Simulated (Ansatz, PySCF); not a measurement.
# Pr2N2 in two programs

Pr2N2 (singlet in the valence; each metal's 4f electrons, 2 of them, lie in its core potential, out of spins and levels), relaxed with PySCF 2.14.0, RKS TPSS, Pr lcecp-1-SVP with ECP48, N def2-SVP; non-relativistic Hamiltonian with scalar-relativistic core potentials where named; density fitting; no spin-orbit coupling:

```xyz
4

Pr    0.0000    0.0000    1.5948
Pr    0.0000    0.0000   -1.5948
N     1.4189    0.0000    0.0000
N    -1.4189    0.0000    0.0000
```

There the HOMO–LUMO gap is 1.52 eV. The 4f levels lie in the core potential and are missing.

The same geometry by Ansatz 0.2.0 (PBE, PAW with the 4f shell of lanthanides and the 5f shell of actinides in the valence, a periodic box with 9 Å of vacuum; gaps over both spins; site moments in spheres, but by Gaussian weights under spin-orbit coupling, so that the two can't be compared; unpaired electrons at the start: 4, along z under spin-orbit coupling; the open shells may stand above their lowest state):

```json
{"spin-orbit coupling": "without", "U on f (eV)": "0", "gap (eV)": "0.10", "spin moment on Pr1 (μB)": "1.77", "orbital moment of its f shell (μB)": "–", "largest force component (eV/Å)": "2.12"}
{"spin-orbit coupling": "with", "U on f (eV)": "0", "gap (eV)": "0.07", "spin moment on Pr1 (μB)": "1.68", "orbital moment of its f shell (μB)": "1.05", "largest force component (eV/Å)": "2.12"}
```

What does the run with spin-orbit coupling and with U = 5 eV give?

gap (eV): 1.36, spin moment on Pr1 (μB): 1.64, orbital moment of its f shell (μB): 0.96, largest force component (eV/Å): 1.39. It took 4.3 min on 2 threads of Intel(R) Xeon(R) 6975P-C (Granite Rapids), on a shared host, peak memory 2.3 GiB.

Semilocal functionals tend to give orbital moments well under those of Hund's rules.

Without U the plane-wave gap ends on 4f levels, which the Gaussian run lacks; U moves filled and empty 4f levels apart, though the lowest empty ones can remain 4f.

The spin-orbit runs use fully relativistic datasets of their own, so changes of a few hundredths of an eV needn't come from the coupling.

No frequency check is given that shows the relaxed geometry to be a minimum. An lcecp potential fixes the number of 4f electrons, so in runs with it no electron can move into or out of that shell.
